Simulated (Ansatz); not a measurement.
**AlH3S (SMILES [AlH2][SH]): CCSD/STO-3G**

Aim: the electronic atomisation energy of AlH3S at CCSD/STO-3G, from 4 runs. 

The results are computed with Ansatz 0.2.0.

52 further runs of the same task are left out: 52 set aside as unsound or not needed.

## Step 1: The structure to begin with

AlH3S: 5 atoms, total charge 0, spin state singlet. SMILES: `[AlH2][SH]`. The coordinates come from a PBE0-D4/def2-TZVP relaxation.

Bond lengths: Al1–S2 2.181 Å, Al1–H3 1.579 Å, Al1–H4 1.581 Å, S2–H5 1.344 Å. Angles: Al1–S2–H5 93.7°, S2–Al1–H3 116.5°, S2–Al1–H4 118.9°, H3–Al1–H4 124.6°.

## Step 2: A single-point energy at CCSD/STO-3G

File job.yaml:

```yaml
crystal:
  periodic: [false, false, false]
  atoms:
    - symbol: Al
      position_ang: [-0.616100, -0.064200, -0.181700]
    - symbol: S
      position_ang: [1.129100, -0.343100, 1.096600]
    - symbol: H
      position_ang: [-1.981700, -0.650100, 0.351100]
    - symbol: H
      position_ang: [-0.441100, 0.696000, -1.556400]
    - symbol: H
      position_ang: [1.959700, 0.287800, 0.249000]
basis:
  gaussian: {orbitals: STO-3G}
magnetization: {spin_polarized: false}
correlation: {method: ccsd, frozen_orbitals: {Al: 5, H: 0, S: 5}}
accuracy: high
scf: {omitted_lower_state_checks: [cluster_reference, increment]}
```

Run with:

```console
$ ansatz run job.yaml --threads 1 --pin off --max-ram 2610MiB --events-out events.jsonl --progress --plain --runs-dir runs
```

Standard output:

```text
Warning: RAYON_NUM_THREADS=1 ignored (pool sized by the plan → 1); use --threads N
Functional definition: HF
  name "HF"
  exchange = exact_x
  correlation = 0
these checks for a lower state are left out or cut short: cluster_reference, increment
363 factors; integrals over basis functions are off by at most 8.9e-9 eV
mean field evaluation 1: about -17249.1448 eV, gradient 1.7e1 eV
mean field evaluation 2: about -17249.1492 eV, gradient 1.7e1 eV
mean field evaluation 4: about -17250.5300 eV, gradient 7.8e-1 eV
mean field evaluation 8: about -17250.5329 eV, gradient 2.0e-6 eV
mean field -17250.53285274 eV, -633.9453895071 hartree, gradient 5.4e-8 eV, S^2 0.000000; 0 other end points of the search recorded, 0 dependent functions left out
10 core orbitals not correlated: weight in the atoms' cores, before any rotation towards them, 0.999 or more for the frozen orbitals, at most 0.000 for the correlated occupied ones
reference -17250.53285274 eV, -633.9453895071 hartree; 6, 6 occupied and 5, 5 virtual orbitals, 363 factors
second order -1.49133601 eV of doubles, -0.00000000 eV of singles
cycle   1  -1.88553649 eV  change   -3.9e-1 eV  update   6.4e-2
cycle   2  -2.10406596 eV  change   -2.2e-1 eV  update   2.4e-2
cycle   3  -2.12707328 eV  change   -2.3e-2 eV  update   7.0e-3
cycle   4  -2.12519281 eV  change    1.9e-3 eV  update   2.6e-3
cycle   5  -2.12510740 eV  change    8.5e-5 eV  update   6.8e-4
cycle   6  -2.12506296 eV  change    4.4e-5 eV  update   1.7e-4
cycle   7  -2.12498010 eV  change    8.3e-5 eV  update   4.8e-5
cycle   8  -2.12499998 eV  change   -2.0e-5 eV  update   1.1e-5
cycle   9  -2.12500395 eV  change   -4.0e-6 eV  update   2.8e-6
cycle  10  -2.12500281 eV  change    1.1e-6 eV  update   7.9e-7
cycle  11  -2.12500251 eV  change    3.0e-7 eV  update   1.9e-7
cycle  12  -2.12500252 eV  change   -8.8e-9 eV  update   5.3e-8
cycle  13  -2.12500259 eV  change   -6.5e-8 eV  update   1.7e-8
cycle  14  -2.12500215 eV  change    4.3e-7 eV  update   9.9e-8
cycle  15  -2.12500197 eV  change    1.9e-7 eV  update   4.1e-8
cycle  16  -2.12500196 eV  change    1.2e-8 eV  update   8.9e-9
cycle  17  -2.12500196 eV  change  -9.6e-10 eV  update   2.7e-9
cycle  18  -2.12500196 eV  change   -1.1e-9 eV  update   1.0e-9
Total energy: -17252.65785470 eV, -634.0234818887 hartree
Checks for a lower state left out: cluster_reference, increment
```

It took 0.18 s on 1 thread of Arm Neoverse V1, shared host.

## Step 3: The Al atom, same level

File input.yaml:

```yaml
crystal:
  periodic: [false, false, false]
  atoms:
    - {symbol: Al, position_ang: [0.000000, 0.000000, 0.000000]}
basis:
  gaussian:
    orbitals: STO-3G
magnetization:
  spin_polarized: true
  initial_magnetization: 1
correlation:
  method: ccsd
  frozen_orbitals: {Al: 5}
accuracy: high
scf:
  omitted_lower_state_checks: [cluster_reference, increment]
```

Run with:

```console
$ ansatz run input.yaml --threads 1 --pin off --max-ram 2610MiB --events-out events.jsonl --progress --plain --runs-dir runs
```

Standard output:

```text
Warning: RAYON_NUM_THREADS=1 ignored (pool sized by the plan → 1); use --threads N
[... 4 set-up lines as earlier in the session ...]
these checks for a lower state are left out or cut short: cluster_reference, increment
42 factors; integrals over basis functions are off by at most 1.7e-9 eV
mean field evaluation 1: about -6499.6647 eV, gradient 7.7e-1 eV
mean field evaluation 2: about -6499.6653 eV, gradient 7.7e-1 eV
mean field evaluation 4: about -6499.6671 eV, gradient 3.6e-6 eV
mean field evaluation 8: about -6499.6540 eV, gradient 1.9e0 eV
mean field evaluation 16: about -6499.6671 eV, gradient 3.7e-4 eV
mean field -6499.66714747 eV, -238.8583620369 hartree, gradient 5.8e-9 eV, S^2 0.750003; 3 other end points of the search recorded, 0 dependent functions left out
5 core orbitals not correlated: weight in the atoms' cores, before any rotation towards them, 1.000 or more for the frozen orbitals, at most 0.000 for the correlated occupied ones
reference -6499.66714747 eV, -238.8583620369 hartree; 2, 1 occupied and 2, 3 virtual orbitals, 42 factors
second order -0.38566568 eV of doubles, 0.00000000 eV of singles
cycle   1  -0.56085133 eV  change   -1.8e-1 eV  update   4.8e-2
cycle   2  -0.69754956 eV  change   -1.4e-1 eV  update   2.1e-2
cycle   3  -0.69540858 eV  change    2.1e-3 eV  update   3.3e-4
cycle   4  -0.69543985 eV  change   -3.1e-5 eV  update   4.8e-6
cycle   5  -0.69543951 eV  change    3.4e-7 eV  update   5.2e-8
cycle   6  -0.69543952 eV  change   -2.3e-9 eV  update   9.5e-9
cycle   7  -0.69543953 eV  change   -1.2e-8 eV  update   5.0e-9
cycle   8  -0.69543954 eV  change   -9.5e-9 eV  update   2.3e-9
cycle   9  -0.69543954 eV  change   3.3e-10 eV  update  5.6e-11
Total energy: -6500.36258701 eV, -238.8839189685 hartree
Checks for a lower state left out: cluster_reference, increment
```

Wall time 0.14 s (1 thread of Arm Neoverse V1, shared host).

## Step 4: The H atom: a single-point energy at UHF/STO-3G

File job.yaml:

```yaml
crystal:
  periodic: [false, false, false]
  atoms:
    - {symbol: H, position_ang: [0.000000, 0.000000, 0.000000]}
basis:
  gaussian: {orbitals: STO-3G}
magnetization: {spin_polarized: true, initial_magnetization: 1}
hamiltonian: {xc: hf}
accuracy: high
```

Run the same way, it converges to -0.46658 Eh (log not shown).

## Step 5: The S atom, same level

File molecule.yaml:

```yaml
crystal:
  periodic: [false, false, false]
  atoms:
    - symbol: S
      position_ang: [0.000000, 0.000000, 0.000000]
basis:
  gaussian: {orbitals: STO-3G}
scf: {omitted_lower_state_checks: [cluster_reference, increment]}
correlation: {method: ccsd, frozen_orbitals: {S: 5}}
accuracy: high
magnetization: {spin_polarized: true, initial_magnetization: 2}
```

Run with:

```console
$ ansatz run molecule.yaml --threads 1 --pin off --max-ram 2610MiB --events-out events.jsonl --progress --plain --runs-dir runs
```

Standard output:

```text
Warning: RAYON_NUM_THREADS=1 ignored (pool sized by the plan → 1); use --threads N
[... 4 set-up lines as earlier in the session ...]
these checks for a lower state are left out or cut short: cluster_reference, increment
42 factors; integrals over basis functions are off by at most 2.4e-9 eV
mean field evaluation 1: about -10697.6155 eV, gradient 9.4e-1 eV
mean field evaluation 2: about -10697.6169 eV, gradient 9.4e-1 eV
mean field evaluation 4: about -10697.6182 eV, gradient 5.4e-6 eV
mean field evaluation 8: about -10697.6182 eV, gradient 1.6e-3 eV
mean field -10697.61824501 eV, -393.1302193981 hartree, gradient 1.5e-9 eV, S^2 2.000000; 3 other end points of the search recorded, 0 dependent functions left out
5 core orbitals not correlated: weight in the atoms' cores, before any rotation towards them, 1.000 or more for the frozen orbitals, at most 0.000 for the correlated occupied ones
reference -10697.61824501 eV, -393.1302193981 hartree; 4, 2 occupied and 0, 2 virtual orbitals, 42 factors
second order 0.00000000 eV of doubles, 0.00000000 eV of singles
cycle   1  -0.00000000 eV  change     0.0e0 eV  update    0.0e0
cycle   2  -0.00000000 eV  change     0.0e0 eV  update    0.0e0
Total energy: -10697.61824501 eV, -393.1302193981 hartree
Checks for a lower state left out: cluster_reference, increment
```

Wall time 0.08 s (1 thread of Arm Neoverse V1, shared host).

## Step 6: Outcome

Level: CCSD/STO-3G, 10 core orbitals frozen.

```
                                              quantity          value
                                molecule: total energy  -634.02348 Eh
molecule: correlation energy (10 core orbitals frozen)      -78.1 mEh
                               molecule: T1 diagnostic          0.013
                                 Al atom: total energy  -238.88392 Eh
  Al atom: correlation energy (5 core orbitals frozen)      -25.6 mEh
            Al atom: ⟨S²⟩ of the reference determinant          0.750
                                Al atom: T1 diagnostic          0.000
                                  H atom: total energy    -0.46658 Eh
                                          H atom: ⟨S²⟩          0.750
                                  S atom: total energy  -393.13022 Eh
   S atom: correlation energy (5 core orbitals frozen)        0.0 mEh
             S atom: ⟨S²⟩ of the reference determinant          2.000
                                 S atom: T1 diagnostic          0.000
                         electronic atomisation energy      16.588 eV
```

**Reading.** Taking the molecule apart into free atoms costs 16.59 eV (383 kcal/mol), before zero-point energy and without spin-orbit coupling. In a minimal basis such a difference can be off by several eV, whatever the method.
